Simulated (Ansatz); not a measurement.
# Ga3SbAs2: the cost of one run

Computed with Ansatz 0.2.0 (DFT PBE, scalar-relativistic, plane waves, PAW, unless a step's input says otherwise).

### Step 1. The starting structure

It takes space group I-4m2 (No. 119, tetragonal). Conventional cell: a = 3.977 Å, b = 3.977 Å, c = 16.875 Å, α = 90.00°, β = 90.00°, γ = 90.00°. Around Ga (site symmetry 2mm) lie 2 Sb at 2.44 Å and 2 As at 2.44 Å. Ga (site symmetry -4m2) is surrounded by 4 As at 2.44 Å. Sb (site symmetry -4m2) is surrounded by 4 Ga at 2.44 Å. As (site symmetry 2mm) is surrounded by 4 Ga at 2.44 Å.

As a file:

```xyz
6
Lattice="-1.9887 1.9887 8.4375 1.9887 -1.9887 8.4375 1.9887 1.9887 -8.4375" Properties=species:S:1:pos:R:3 pbc="T T T"
Ga    0.0000    0.0000   14.0625
Ga    0.0000    0.0000    8.4375
Ga    0.0000    0.0000    2.8125
Sb    1.9887    0.0000    4.2187
As    0.0000    1.9887    1.4062
As    0.0000    1.9887    7.0312
```

The start is an ordering of an alloy on its end members' structure types: elements ordered on the sites of the GaAs type, As/Sb on As (I-4m2, No. 119).

### Step 2. The guess as it stands, on a coarse mesh

The input, input.yaml:

```yaml
crystal:
  lattice:
    - [-1.98873659, 1.98873659, 8.43749476]
    - [1.98873659, -1.98873659, 8.43749476]
    - [1.98873659, 1.98873659, -8.43749476]
  atoms:
    - { symbol: Ga, position: [0.83333333, 0.83333333, 0.0] }
    - { symbol: Ga, position: [0.5, 0.5, 0.0] }
    - { symbol: Ga, position: [0.16666667, 0.16666667, 0.0] }
    - { symbol: Sb, position: [0.25, 0.75, 0.5] }
    - { symbol: As, position: [0.58333333, 0.08333333, 0.5] }
    - { symbol: As, position: [0.91666667, 0.41666667, 0.5] }
basis:
  ecutwfc: 420
kpoints:
  mp_grid: { grid: [6, 6, 6] }
hamiltonian:
  xc: pbe
scf:
  occupations: { method: gaussian, width: 0.1 }
  lower_state_search: "off"
output:
  forces: true
  stress: true
  eigenvalues: true
```

The run is started by

```console
$ ansatz run input.yaml --threads 1 --pin off --max-ram 2560MiB --backend cpu --events-out ev --progress --plain --runs-dir out
```

What time and memory should one allow on 1 thread of Arm Neoverse V1, shared host?

About 27 s, with a peak of 0.43 GiB.
